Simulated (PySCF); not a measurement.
# C8H8Te: the cost of one run

Programs: PySCF 2.14.0, with routines of our own; each step states its level. All values are computed. Atoms count from 0.

### Step 1. The starting structure

17 atoms, charge 0, multiplicity 1; geometry from: GFN2-xTB.

### Step 2. Geometry optimisation at PBE0-D3(BJ)/def2-SVP

What the job is given:

```
{"job": {"xc": "PBE0", "basis": "def2-SVP", "d3": "d3bj", "grid": 1, "maxiter": 30, "shake": 0.01, "kind": "geom"}, "charge": 0, "multiplicity": 1}
C      2.625970    -0.391800    -0.684750
C      2.801450    -1.088170     0.397250
Te     1.335420    -1.673030     1.814520
C     -0.187340    -0.474400     1.018430
C     -0.060780     0.885900     0.872600
C     -1.085520     1.671620     0.364670
C     -2.271560     1.076580     0.003110
C     -2.436110    -0.280890     0.151470
C     -1.424440    -1.056480     0.680830
H      3.410500    -0.127240    -1.351440
H      1.623990     0.010760    -0.946850
H      3.794660    -1.459490     0.649470
H      0.845580     1.365030     1.167860
H     -0.961160     2.735630     0.262190
H     -3.086320     1.671960    -0.397160
H     -3.386210    -0.736910    -0.116240
H     -1.554650    -2.117230     0.773670
```

Launch:

```console
$ OMP_NUM_THREADS=1 python heavy_run.py task.json out
```

One launch serves the whole session: the jobs run in the order shown.

**Question.** How long does this first job take on 1 thread of Intel Xeon Platinum 8259CL at 2.50GHz, shared host, and how much memory does it need?

About 6.6 min, with a peak of 0.78 GiB.
